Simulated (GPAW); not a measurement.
Here is a GPAW 26.7.0 calculation.

The input run.py:

```python
from ase.dft.bandgap import bandgap
from ase.io import read, write
from ase.units import GPa
from gpaw import GPAW, PW

atoms = read('POSCAR')

calc = GPAW(mode=PW(600),
            xc='PBE',
            kpts={'size': (10, 10, 5), 'gamma': True},
            occupations={'name': 'fermi-dirac', 'width': 0.05},
            nbands=24,
            convergence={'density': 1e-05, 'energy': 1e-05},
            maxiter=150,
            txt='gpaw.txt')
atoms.calc = calc
energy = atoms.get_potential_energy()
forces = atoms.get_forces()
stress = atoms.get_stress()
calc.write('gs.gpw')
write('result.traj', atoms)
print(f'Energy: {energy:.6f} eV')
print('Forces (eV/A):')
print(forces.round(4))
print('Stress (GPa):', (stress / GPa).round(3))
print('Fermi level:', round(calc.get_fermi_level(), 4), 'eV')
print(f'Gap: {bandgap(calc)[0]:.4f} eV, direct: {bandgap(calc, direct=True)[0]:.4f} eV')
```

Contents of POSCAR:

```
ScNb
1.0
    3.0656443612      0.0000000000      0.0000000000
   -1.5328221806      2.6549258957      0.0000000000
    0.0000000000      0.0000000000      5.0721940000
Nb Sc
1 1
Direct
    0.3385910000      0.6592000000      0.5003380000
   -0.0061240000      0.0072370000      0.0001750000
```

Potentials or basis: GPAW PAW data sets (gpaw-data 1.2.1), pw.

Run with:

```sh
$ OMP_NUM_THREADS=1 python run.py
```

Predict the band gap on the k mesh.

none (metal or under the smearing width).

Estimate the pressure.

-0.5 GPa.

Stress tensor (GPa, compression positive):
```
-0.49  0.34  0.00
 0.34 -0.01  0.00
 0.00  0.00 -0.90
```
